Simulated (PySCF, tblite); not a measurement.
**Al₄Cl₂H₂O₆, a small molecule taken as a stand-in for a surface group (alumina 3-ring): infrared bands, NMR shifts, core binding energies and electronic excitations**

Wanted: the infrared bands, NMR shifts, core binding energies and electronic excitations for `[OH][Al]1[O][Al]([OH])[O][Al]([O][Al]([Cl])[Cl])[O]1`.

Programs: tblite 0.8.0 and PySCF 2.14.0. All values are calculated, for the isolated system unless a continuum is named. Atoms count from 0, parts from 1.

### Step 1. The system as given

14 atoms, charge 0, multiplicity 1; geometry: distance geometry start.

### Step 2. Geometry optimisation with GFN2-xTB

Job settings and geometry (Å):

```
{"job": {"kind": "relax", "xc": "GFN2-xTB", "basis": "xTB"}, "charge": 0, "multiplicity": 1}
O      0.957219     0.451775     1.248094
Al     1.569959    -0.571794    -0.193924
O      2.379593     0.388014    -1.583070
O      0.499240    -2.003615    -0.692472
Al    -1.133061    -2.465322     0.122539
O     -2.503052    -2.998893    -1.014524
O     -1.646448    -1.330878     1.531000
Al    -0.646427     0.125576     2.145340
O     -1.620895     1.653798     2.650013
Al    -2.197939     2.983261     1.465104
Cl    -0.629700     3.732308     0.071626
Cl    -4.254201     2.765944     0.651871
H      2.002721     1.110135    -2.045726
H     -2.623187    -2.685227    -1.908920
```

With the program's defaults for keys left out, this is: GFN2-xTB geometry optimisation, gas phase.

Launch:

```
$ OMP_NUM_THREADS=1 python cluster_run.py task.json out
```

The driver reads the jobs from task.json and runs them one after another.

**Question.** The jobs that follow are: GFN2-xTB harmonic vibrations, gas phase; GIAO PBE0/pcSseg-1 NMR shielding, non-relativistic, gas phase; delta-SCF UKS SCAN, pcX-2 on the ionised atom, pcseg-1 elsewhere, spin-free X2C; TDDFT B3LYP/def2-SVP, vertical, gas phase, core orbitals frozen in the response; TDDFT B97-2/6-31G, vertical, IEF-PCM dimethylsulfoxide (non-equilibrium linear response), core orbitals frozen in the response. Predict: strongest single infrared mode (GFN2-xTB); 1H shifts against TMS (PBE0/pcSseg-1); 17O shifts against H2O (PBE0/pcSseg-1); 27Al shifts against AlH4- (PBE0/pcSseg-1); 35Cl shifts against HCl (PBE0/pcSseg-1, means over atoms taken as alike); O1s binding energies, SCAN/pcX-2 (standing for 1 of 6 atoms); Al2p binding energies, SCAN/pcX-2 (standing for 1 of 4 atoms); lowest singlet (B3LYP/def2-SVP); lowest triplet.

As calculated:

| quantity | value |
| --- | --- |
| strongest single infrared mode (GFN2-xTB) | 1027 cm⁻¹ |
| 1H shifts against TMS (PBE0/pcSseg-1) | 1.81, 1.80 ppm |
| 17O shifts against H2O (PBE0/pcSseg-1) | 61.8, 52.0, 45.6, 45.3, -7.9, -8.0 ppm |
| 27Al shifts against AlH4- (PBE0/pcSseg-1) | 51.2, 16.6, 12.6, 12.4 ppm |
| 35Cl shifts against HCl (PBE0/pcSseg-1, means over atoms taken as alike) | -30 ppm |
| O1s binding energies, SCAN/pcX-2 (standing for 1 of 6 atoms) | O6 536.94 eV |
| Al2p binding energies, SCAN/pcX-2 (standing for 1 of 4 atoms) | Al7 80.64 eV |
| lowest singlet (B3LYP/def2-SVP) | 5.91 eV (210 nm), f = 0.045 |
| lowest triplet | 5.67 eV |
| range of the lowest singlet | 5.91 to 6.30 eV |

What this shows: No mode is imaginary at GFN2-xTB; the softest lies at 9 cm⁻¹. At PBE0/pcSseg-1: The largest span, 179 ppm, is at Cl10, Cl11, where the paramagnetic term is -168 ppm. The lowest singlet, at 5.91 eV, is HOMO→LUMO 0.95 and is weak. The lowest triplet lies 0.24 eV below the lowest singlet (triplets in Tamm-Dancoff, singlets in full TDDFT). The lowest singlet runs from 5.91 eV (B3LYP/def2-SVP) to 6.30 eV (B97-2/6-31G in dimethylsulfoxide), while the orbital gap spans 6.88 to 7.28 eV. The lowest state need not be the same one in every run. The runs solved for a few states only, so the brightest column depends on that window. A capped cluster stands for the solid here, so long-range fields and strain are missing, and bands or shifts of the capping hydrogens have no counterpart in it.
